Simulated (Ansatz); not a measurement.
# C₃H₇AlCl₂O: a ladder of functionals and wavefunction methods

An exercise on one series of results from a longer session: the logs are not shown, and one member is left open.

Computed with Ansatz 0.2.0, Gaussian basis. Level: functionals in def2-TZVPP, the program's frozen cores in correlated methods.

Levels to be run: LDA (SPW92), PBE-D4, revPBE-D4, BLYP-D4, r2SCAN-D4, B97M-V, PBE0-D4, B3LYP-D4, r2SCANh-D4, r2SCAN0-D4, HSE06-D4, BHLYP-D4, CAM-B3LYP-D4, LC-ωPBE, ωB97X-V, ωB97M-V, B2PLYP, PBE-QIDH; CCSD(T)/def2-SVP; MP2/def2-TZVPP; MP2/def2-QZVPP; RPA on PBE.

## The relaxed structure

An earlier PBE0-D4 in a triple-zeta def2 set relaxation fixed the geometry.

SMILES `CC(C)[O][Al]([Cl])[Cl]`, 14 atoms, charge 0, spin multiplicity 1.

Atoms are counted from 1 here; the program's logs count them from 0.

Bond lengths: C1–C2 1.516 Å, C1–H8 1.092 Å, C1–H9 1.094 Å, C1–H10 1.092 Å, C2–C3 1.516 Å, C2–O4 1.412 Å, C2–H11 1.097 Å, C3–H12 1.092 Å, C3–H13 1.092 Å, C3–H14 1.094 Å, O4–Al5 1.662 Å, Al5–Cl6 2.073 Å, Al5–Cl7 2.084 Å. Angles: C2–C1–H8 110.5°, C2–C1–H9 110.5°, C2–C1–H10 110.8°, H8–C1–H9 108.7°, H8–C1–H10 108.2°, H9–C1–H10 108.1°, C1–C2–C3 112.3°, C1–C2–O4 110.5°, C1–C2–H11 108.7°, C3–C2–O4 110.5°, C3–C2–H11 108.7°, O4–C2–H11 106.0°, C2–C3–H12 110.8°, C2–C3–H13 110.5°, C2–C3–H14 110.5°, H12–C3–H13 108.2°, H12–C3–H14 108.1°, H13–C3–H14 108.7° and more.

The first run:

File in.yaml:

```yaml
crystal:
  periodic: [false, false, false]
  atoms:
    - {symbol: C, position_ang: [-1.175786, -0.729783, 0.755018]}
    - {symbol: C, position_ang: [0.195082, -0.083834, 0.782853]}
    - {symbol: C, position_ang: [1.249472, -0.942913, 0.113820]}
    - {symbol: O, position_ang: [0.150279, 1.197033, 0.189507]}
    - {symbol: Al, position_ang: [-0.167955, 1.890955, -1.287181]}
    - {symbol: Cl, position_ang: [-0.041497, 3.953555, -1.457508]}
    - {symbol: Cl, position_ang: [-0.687406, 0.779393, -2.971238]}
    - {symbol: H, position_ang: [-1.914343, -0.080295, 1.229263]}
    - {symbol: H, position_ang: [-1.488306, -0.922361, -0.275790]}
    - {symbol: H, position_ang: [-1.165678, -1.682543, 1.289484]}
    - {symbol: H, position_ang: [0.485580, 0.077873, 1.828180]}
    - {symbol: H, position_ang: [1.345974, -1.904457, 0.623385]}
    - {symbol: H, position_ang: [2.220866, -0.444828, 0.138133]}
    - {symbol: H, position_ang: [0.980720, -1.136996, -0.928926]}
basis:
  gaussian: {orbitals: def2-TZVPP}
hamiltonian: {xc: lda}
output: {orbitals: {seedname: orbitals}}
```

The run is started by

```
$ ansatz run in.yaml --threads 4 --pin off --events-out ev --progress --plain --max-ram 11315MiB
```

Steps of the session up to this table: LDA; PBE-D4 (GGA); revPBE-D4 (GGA); BLYP-D4 (GGA); r2SCAN-D4 (meta-GGA); B97M-V (meta-GGA); PBE0-D4 (hybrid); B3LYP-D4 (hybrid); r2SCANh-D4 (hybrid); r2SCAN0-D4 (hybrid); HSE06-D4 (hybrid); BHLYP-D4 (hybrid); CAM-B3LYP-D4 (range-separated); LC-ωPBE (range-separated); ωB97X-V (range-separated); ωB97M-V (range-separated); B2PLYP (double hybrid); PBE-QIDH (double hybrid).

One of the session's tables, all rows but one given; the rest of the session is left out.

It belongs to the step «Orbital energies across the functionals». 

| functional | HOMO (eV) | gap (eV) |
| --- | --- | --- |
| LDA (SPW92) | -7.12 | 5.22 |
| PBE-D4 | -6.97 | 5.38 |
| revPBE-D4 | -6.91 | 5.47 |
| BLYP-D4 | -6.87 | 5.36 |
| r2SCAN-D4 | -7.29 | 6.13 |
| B97M-V | -7.41 | 6.05 |
| PBE0-D4 | -8.46 | 7.73 |
| B3LYP-D4 | -8.23 | 7.23 |
| r2SCANh-D4 | -7.85 | 6.96 |
| r2SCAN0-D4 | -8.68 | 8.20 |
| HSE06-D4 | -8.06 | 6.95 |
| BHLYP-D4 | -9.89 | 9.97 |
| CAM-B3LYP-D4 | -9.90 | 10.10 |
| LC-ωPBE | -11.25 | 12.73 |
| ωB97X-V | ? | ? |
| ωB97M-V | -10.81 | 11.75 |

**Question.** Estimate the row for ωB97X-V.

The run gave: HOMO (eV): -10.91; gap (eV): 12.17. In the column «HOMO (eV)» it lies between LC-ωPBE (-11.25) and ωB97M-V (-10.81).
